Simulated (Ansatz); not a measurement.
**Two self-consistent states of Sr2CrO4**

Aim: solve Sr2CrO4 (a structure type of another compound, with these elements put in) from each of its saved states, at one geometry and mesh, and see which is lowest and how they differ.

Computed, not measured: Ansatz 0.2.0, DFT, r2SCAN, plane waves, PAW.

**1. The cell**

The structure is tetragonal, space group I4/mmm (No. 139). Conventional cell: a = 3.808 Å, b = 3.808 Å, c = 12.544 Å, α = 90.00°, β = 90.00°, γ = 90.00°. Sr (site symmetry 4mm) has 9 O at 2.41 to 2.70 Å as nearest neighbours. Cr (site symmetry 4/mmm) has 6 O at 1.90 to 2.02 Å as nearest neighbours. O (site symmetry mmm) is surrounded by 2 Cr at 1.90 Å and 4 Sr at 2.65 Å. O (site symmetry 4mm) has 1 Cr at 2.02 Å and 5 Sr at 2.41 to 2.70 Å as nearest neighbours.

Structure file:

```
Sr Cr O
1.0
     0.00000    3.80796    0.00000
     3.80796    0.00000    0.00000
     1.90398    1.90398   -6.27180
Sr Cr O
2 1 4
Direct
  0.14680 0.14680 0.70640
  0.85320 0.85320 0.29360
  0.50000 0.50000 0.00000
  0.50000 0.00000 0.00000
  0.00000 0.50000 0.00000
  0.33890 0.33890 0.32220
  0.66110 0.66110 0.67780
```

The cell carries a charge of -2 e on a uniform background.

The states: A, Cr3 up (collinear spin); B, no atom with a moment over 0.3 μB (no spin polarisation). Each run reads its own saved solution as saved_state.

**2. Run from state A**

input.yaml

```yaml
crystal:
  lattice:
    - [0.0, 3.8079566, 0.0]
    - [3.8079566, 0.0, 0.0]
    - [1.9039783, 1.9039783, -6.27180188]
  atoms:
    - { symbol: Sr, position: [0.1468, 0.1468, 0.7064] }
    - { symbol: Sr, position: [0.8532, 0.8532, 0.2936] }
    - { symbol: Cr, position: [0.5, 0.5, 0.0] }
    - { symbol: O, position: [0.5, 0.0, 0.0] }
    - { symbol: O, position: [0.0, 0.5, 0.0] }
    - { symbol: O, position: [0.3389, 0.3389, 0.3222] }
    - { symbol: O, position: [0.6611, 0.6611, 0.6778] }
  symmetry: { detect: false, time_reversal: true }
kpoints:
  mp_grid: { grid: [5, 5, 5], shift: [0, 0, 0] }
  band_path:
    path:
      - [0.0, 0.0, 0.0]
      - [0.5, 0.5, 0.5]
      - [0.5, 0.5, 0.25]
      - [0.0, 0.5, 0.0]
      - [0.0, 0.0, 0.0]
      - [0.0, 0.0, -0.5]
      - [0.0, 0.45392033, -0.27303983]
      - [0.0, 0.54607967, 0.27303983]
      - [0.0, 0.0, 0.0]
      - [0.5, 0.5, 0.5]
      - [0.45392033, 0.54607967, 0.5]
    npoints: 6
magnetization:
  spin_polarized: true
scf:
  occupations: { method: fermi_dirac }
  lower_state_search: "off"
  max_iter: 200
hamiltonian:
  pseudopotentials: { kind: paw }
  xc: r2scan
total_charge: -2
basis:
  ecutwfc: 500
  fft_grid_basis: typed
output:
  forces: true
  stress: true
  eigenvalues: true
  bader: true
  populations: true
  elf: true
  write_potential: true
  volumetric_format: npy
  dos:
    e_range: [-12, 8]
    de: 0.05
    projected: { site_lists: { Cr: [Cr], O: [O], Sr: [Sr] } }
checkpoint:
  read: saved_state
```

**4. State B: the run**

Changes to input.yaml since step 2:

```diff
@@ -13,21 +13,6 @@
     - { symbol: O, position: [0.6611, 0.6611, 0.6778] }
-  symmetry: { detect: false, time_reversal: true }
 kpoints:
   mp_grid: { grid: [5, 5, 5], shift: [0, 0, 0] }
-  band_path:
-    path:
-      - [0.0, 0.0, 0.0]
-      - [0.5, 0.5, 0.5]
-      - [0.5, 0.5, 0.25]
-      - [0.0, 0.5, 0.0]
-      - [0.0, 0.0, 0.0]
-      - [0.0, 0.0, -0.5]
-      - [0.0, 0.45392033, -0.27303983]
-      - [0.0, 0.54607967, 0.27303983]
-      - [0.0, 0.0, 0.0]
-      - [0.5, 0.5, 0.5]
-      - [0.45392033, 0.54607967, 0.5]
-    npoints: 6
 magnetization:
-  spin_polarized: true
+  spin_polarized: false
 scf:
```

(Steps that only read results are left out.)

Before running it: what results should come out? Wanted: for each run, free energy; largest site moment; size of the net moment; gap; pressure; largest force.

**Answer**, as computed:

| state | free energy (meV/atom) | largest site moment (μB) | size of the net moment (μB/cell) | gap (eV) | pressure (GPa) | largest force (eV/Å) | SCF cycles |
| --- | --- | --- | --- | --- | --- | --- | --- |
| A | 0.0 | 2.44 | 3.11 | metal | – | 1.19 | 10 |
| B | 146.2 | – | – | metal | – | 1.58 | 8 |

The cell is charged, so the pressure depends on the background and is left out.

What this shows: State A lies lowest, 146.2 meV per atom under state B. The atoms are far from rest (forces to 1.6 eV/Å), so order and character hold for this geometry alone. Not all runs allow spin: where it is off, the gap in energy is mostly the cost of forbidding moments, not two ends of one search.

Caveats: a 3d oxide or halide that comes out metallic without a U or exact exchange, which may be an insulator in nature; the k mesh is coarse for a cell without a gap; charged cell with a uniform background.
